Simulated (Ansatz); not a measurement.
# GaH7SSi2: how energies converge with the basis set

An exercise on one series of results from a longer session: the logs are not shown, and one member is left open.

Program: Ansatz 0.2.0, Gaussian basis. Level of theory: one geometry, several basis sets. These are calculated values, not measurements.

Plan: PBE0-D4/def2-SVP; ωB97M-V/def2-SVP; PBE0-D4/def2-QZVPP; ωB97M-V/def2-QZVPP; the functionals' def2-TZVPP values are taken from earlier runs.

## The geometry

The geometry comes from an earlier relaxation with PBE0-D4 in a triple-zeta def2 set; it is a stationary point, not always the lowest conformer.

SMILES `[SiH3][S][GaH][SiH3]`, 11 atoms, charge 0, spin multiplicity 1.

Atoms are counted from 1 here; the program's logs count them from 0.

Bond lengths: Si1–S2 2.138 Å, Si1–H5 1.485 Å, Si1–H6 1.485 Å, Si1–H7 1.485 Å, S2–Ga3 2.211 Å, Ga3–Si4 2.403 Å, Ga3–H8 1.570 Å, Si4–H9 1.489 Å, Si4–H10 1.489 Å, Si4–H11 1.486 Å. Angles: S2–Si1–H5 107.1°, S2–Si1–H6 111.2°, S2–Si1–H7 111.2°, H5–Si1–H6 109.3°, H5–Si1–H7 109.3°, H6–Si1–H7 108.8°, Si1–S2–Ga3 99.0°, S2–Ga3–Si4 116.2°, S2–Ga3–H8 115.5°, Si4–Ga3–H8 128.3°, Ga3–Si4–H9 109.9°, Ga3–Si4–H10 109.9°, Ga3–Si4–H11 111.4°, H9–Si4–H10 107.9°, H9–Si4–H11 108.8°, H10–Si4–H11 108.8°.

Set-up of the first run:

The input, in.yaml:

```yaml
crystal:
  periodic: [false, false, false]
  atoms:
    - {symbol: Si, position_ang: [0.274349, 2.442385, -1.242150]}
    - {symbol: S, position_ang: [-1.095362, 1.088969, -0.313400]}
    - {symbol: Ga, position_ang: [0.315442, -0.537142, 0.189913]}
    - {symbol: Si, position_ang: [-0.620176, -2.443081, 1.315701]}
    - {symbol: H, position_ang: [-0.504513, 3.635481, -1.658954]}
    - {symbol: H, position_ang: [1.340733, 2.859430, -0.296394]}
    - {symbol: H, position_ang: [0.908216, 1.828963, -2.436834]}
    - {symbol: H, position_ang: [1.806509, -0.292819, -0.236208]}
    - {symbol: H, position_ang: [0.048724, -2.631585, 2.632770]}
    - {symbol: H, position_ang: [-0.393746, -3.672603, 0.506758]}
    - {symbol: H, position_ang: [-2.080176, -2.278007, 1.538797]}
basis:
  gaussian: {orbitals: def2-SVP}
hamiltonian: {xc: pbe0, dispersion: d4}
output: {orbitals: {seedname: orbitals}}
```

On the command line:

```sh
ansatz run in.yaml --threads 4 --pin off --events-out ev --progress --plain --max-ram 10444MiB
```

Steps of the session up to this table: PBE0-D4 in def2-SVP; ωB97M-V in def2-SVP; PBE0-D4 in def2-QZVPP; ωB97M-V in def2-QZVPP.

One table of the session follows, with a row left open; its other results are not shown here.

It belongs to the step «Density functionals: the series». 

```
functional       basis  HOMO (eV)  LUMO (eV)
   PBE0-D4    def2-SVP          ?          ?
   PBE0-D4  def2-TZVPP      -7.63      -1.99
   PBE0-D4  def2-QZVPP      -7.64      -2.01
   ωB97M-V    def2-SVP      -9.67      -0.18
   ωB97M-V  def2-TZVPP      -9.76      -0.28
   ωB97M-V  def2-QZVPP      -9.77      -0.36
```

**Question.** Estimate the row for PBE0-D4, def2-SVP.

As computed: HOMO (eV): -7.60; LUMO (eV): -1.93. In the column «HOMO (eV)» it is the highest.
